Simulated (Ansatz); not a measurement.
# C₆H₁₈ClN₃Si: up Jacob's ladder to CCSD(T)

How much do the methods differ for C₆H₁₈ClN₃Si? The plan is to run it at one geometry with functionals of several rungs and with coupled cluster, and see how far each lands from CCSD(T) at the basis-set limit for the atomisation energy.

The runs use Ansatz 0.2.0, Gaussian basis; functionals in def2-TZVPP, the program's frozen cores in correlated methods.

Plan: LDA (SPW92), PBE-D4, revPBE-D4, BLYP-D4, r2SCAN-D4, B97M-V, PBE0-D4, B3LYP-D4, r2SCANh-D4, r2SCAN0-D4, HSE06-D4, BHLYP-D4, CAM-B3LYP-D4, LC-ωPBE, ωB97X-V, ωB97M-V, B2PLYP, PBE-QIDH; CCSD(T)/def2-SVP; CCSD(T)/def2-TZVPP; MP2/def2-QZVPP; extrapolation to the limit; RPA on PBE.

## 1. The relaxed structure

All runs share one geometry, relaxed beforehand with PBE0-D4 in a triple-zeta def2 set.

SMILES `CN(C)[Si](Cl)(N(C)C)N(C)C`, 29 atoms, charge 0, spin multiplicity 1.

Atoms are counted from 1 here; the program's logs count them from 0.

Bond lengths: C1–N2 1.442 Å, C1–H12 1.098 Å, C1–H13 1.100 Å, C1–H14 1.089 Å, N2–C3 1.445 Å, N2–Si4 1.714 Å, C3–H15 1.100 Å, C3–H16 1.091 Å, C3–H17 1.098 Å, Si4–Cl5 2.077 Å, Si4–N6 1.705 Å, Si4–N9 1.714 Å, N6–C7 1.444 Å, N6–C8 1.444 Å, C7–H18 1.098 Å, C7–H19 1.099 Å, C7–H20 1.090 Å, C8–H21 1.098 Å and more. Angles: N2–C1–H12 110.4°, N2–C1–H13 112.0°, N2–C1–H14 110.9°, H12–C1–H13 107.3°, H12–C1–H14 107.9°, H13–C1–H14 108.2°, C1–N2–C3 112.4°, C1–N2–Si4 125.7°, C3–N2–Si4 119.2°, N2–C3–H15 112.0°, N2–C3–H16 110.8°, N2–C3–H17 110.7°, H15–C3–H16 108.0°, H15–C3–H17 107.4°, H16–C3–H17 107.7°, N2–Si4–Cl5 105.6°, N2–Si4–N6 106.9°, N2–Si4–N9 119.0° and more.

Geometry (Å):

```mol
C6H18ClN3Si
  3D, bonds by distance, orders not assigned

 29 28  0  0  0  0  0  0  0  0999 V2000
   -0.4260   -0.1301   -2.9065 C   0  0
   -0.6517    0.1395   -1.5083 N   0  0
   -2.0307   -0.0594   -1.1236 C   0  0
    0.5551    0.1926   -0.2929 Si  0  0
    2.3098    0.7201   -1.2714 Cl  0  0
    0.0554    1.3524    0.8522 N   0  0
   -0.6369    2.5606    0.4707 C   0  0
    0.6523    1.4435    2.1637 C   0  0
    0.9234   -1.2378    0.5759 N   0  0
   -0.0529   -1.7779    1.4949 C   0  0
    1.9300   -2.2039    0.2125 C   0  0
   -1.0545    0.5213   -3.5277 H   0  0
   -0.6707   -1.1697   -3.1700 H   0  0
    0.6133    0.0531   -3.1741 H   0  0
   -2.3622   -1.0937   -1.2959 H   0  0
   -2.1758    0.1703   -0.0666 H   0  0
   -2.6934    0.5980   -1.7019 H   0  0
   -1.4748    2.7620    1.1509 H   0  0
    0.0301    3.4334    0.5010 H   0  0
   -1.0296    2.4718   -0.5419 H   0  0
   -0.1170    1.5852    2.9341 H   0  0
    1.3476    2.2917    2.2314 H   0  0
    1.2068    0.5343    2.3947 H   0  0
   -0.7905   -1.0209    1.7665 H   0  0
    0.4319   -2.1186    2.4195 H   0  0
   -0.5889   -2.6385    1.0689 H   0  0
    2.6662   -1.7637   -0.4581 H   0  0
    2.4584   -2.5601    1.1065 H   0  0
    1.4957   -3.0841   -0.2840 H   0  0
  1  2  8  0
  2  3  8  0
  2  4  8  0
  4  5  8  0
  4  6  8  0
  6  7  8  0
  6  8  8  0
  4  9  8  0
  9 10  8  0
  9 11  8  0
  1 12  8  0
  1 13  8  0
  1 14  8  0
  3 15  8  0
  3 16  8  0
  3 17  8  0
  7 18  8  0
  7 19  8  0
  7 20  8  0
  8 21  8  0
  8 22  8  0
  8 23  8  0
 10 24  8  0
 10 25  8  0
 10 26  8  0
 11 27  8  0
 11 28  8  0
 11 29  8  0
M  END
```

## 2. LDA

This LDA is Slater exchange with PW92 correlation.

in.yaml reads:

```yaml
crystal:
  periodic: [false, false, false]
  atoms:
    - {symbol: C, position_ang: [-0.425985, -0.130115, -2.906499]}
    - {symbol: N, position_ang: [-0.651656, 0.139512, -1.508328]}
    - {symbol: C, position_ang: [-2.030658, -0.059420, -1.123559]}
    - {symbol: Si, position_ang: [0.555113, 0.192602, -0.292904]}
    - {symbol: Cl, position_ang: [2.309840, 0.720124, -1.271425]}
    - {symbol: N, position_ang: [0.055415, 1.352419, 0.852184]}
    - {symbol: C, position_ang: [-0.636899, 2.560640, 0.470654]}
    - {symbol: C, position_ang: [0.652318, 1.443517, 2.163734]}
    - {symbol: N, position_ang: [0.923381, -1.237825, 0.575933]}
    - {symbol: C, position_ang: [-0.052852, -1.777875, 1.494907]}
    - {symbol: C, position_ang: [1.930025, -2.203916, 0.212498]}
    - {symbol: H, position_ang: [-1.054465, 0.521338, -3.527705]}
    - {symbol: H, position_ang: [-0.670688, -1.169662, -3.169998]}
    - {symbol: H, position_ang: [0.613340, 0.053143, -3.174104]}
    - {symbol: H, position_ang: [-2.362250, -1.093734, -1.295851]}
    - {symbol: H, position_ang: [-2.175777, 0.170328, -0.066556]}
    - {symbol: H, position_ang: [-2.693403, 0.597963, -1.701887]}
    - {symbol: H, position_ang: [-1.474826, 2.761984, 1.150866]}
    - {symbol: H, position_ang: [0.030063, 3.433398, 0.500993]}
    - {symbol: H, position_ang: [-1.029558, 2.471789, -0.541892]}
    - {symbol: H, position_ang: [-0.117004, 1.585249, 2.934071]}
    - {symbol: H, position_ang: [1.347566, 2.291750, 2.231386]}
    - {symbol: H, position_ang: [1.206790, 0.534346, 2.394661]}
    - {symbol: H, position_ang: [-0.790538, -1.020904, 1.766521]}
    - {symbol: H, position_ang: [0.431853, -2.118631, 2.419461]}
    - {symbol: H, position_ang: [-0.588934, -2.638477, 1.068930]}
    - {symbol: H, position_ang: [2.666185, -1.763667, -0.458105]}
    - {symbol: H, position_ang: [2.458353, -2.560131, 1.106488]}
    - {symbol: H, position_ang: [1.495654, -3.084146, -0.283975]}
basis:
  gaussian: {orbitals: def2-TZVPP}
hamiltonian: {xc: lda}
output: {orbitals: {seedname: orbitals}}
```

Launch:

```bash
> ansatz run in.yaml --threads 11 --pin off --events-out ev --progress --plain --max-ram 120832MiB --backend cuda --devices 0, --max-vram 75GiB
```

The runs that follow: PBE-D4 (GGA); revPBE-D4 (GGA); BLYP-D4 (GGA); r2SCAN-D4 (meta-GGA); B97M-V (meta-GGA); PBE0-D4 (hybrid); B3LYP-D4 (hybrid); r2SCANh-D4 (hybrid); r2SCAN0-D4 (hybrid); HSE06-D4 (hybrid); BHLYP-D4 (hybrid); CAM-B3LYP-D4 (range-separated); LC-ωPBE (range-separated); ωB97X-V (range-separated); ωB97M-V (range-separated); B2PLYP (double hybrid); PBE-QIDH (double hybrid); CCSD(T) in def2-SVP; CCSD(T) in def2-TZVPP; MP2 in def2-QZVPP; RPA on PBE orbitals.

Before running them: what should the planned runs give, taken together? Wanted: atomisation energy, CCSD(T)/CBS; farthest beyond LDA; mean size of error, GGA; mean size of error, meta-GGA; mean size of error, hybrid; mean size of error, range-separated; mean size of error, double hybrid; gap, smallest and largest; T1 diagnostic.

The runs gave:

| quantity | value |
| --- | --- |
| atomisation energy, CCSD(T)/CBS | 11115.3 kJ/mol |
| functionals within 55.6 kJ/mol (0.5 %) | revPBE-D4, BLYP-D4, r2SCAN-D4, B97M-V, B3LYP-D4, r2SCANh-D4, LC-ωPBE, ωB97X-V, PBE-QIDH |
| farthest beyond LDA | BHLYP-D4 (-244.8 kJ/mol) |
| mean size of error, GGA | 80.9 kJ/mol |
| mean size of error, meta-GGA | 8.7 kJ/mol |
| mean size of error, hybrid | 99.4 kJ/mol |
| mean size of error, range-separated | 56.4 kJ/mol |
| mean size of error, double hybrid | 85.6 kJ/mol |
| gap, smallest and largest | 4.61 eV (LDA (SPW92)), 11.53 eV (LC-ωPBE) |
| T1 diagnostic | 0.0102 |
| triples share of the correlation energy | 4.0 % |

What this shows: The LDA atomisation energy is off by 1590.0 kJ/mol (14 %): it overbinds. PBE-D4 is off by +227.6 kJ/mol. Double hybrids carry the basis error of their MP2 part in triple zeta, and no dispersion term here, so their miss is partly the set-up's. By mean error the best rung here is meta-GGA (8.7 kJ/mol) and the worst beyond LDA is hybrid (99.4 kJ/mol). The mean of the hybrids holds BHLYP, with half exact exchange. Misses under about 55.6 kJ/mol are within the doubt on the reference itself, which lacks core-valence correlation, relativity and higher excitations. Hartree-Fock recovers 72 % of the binding; the rest is correlation. CCSD(T) in def2-SVP is off by -577.1 kJ/mol, so the small basis spoils what the method gains. Orbital gaps span 4.6 to 11.5 eV; exact exchange widens them.
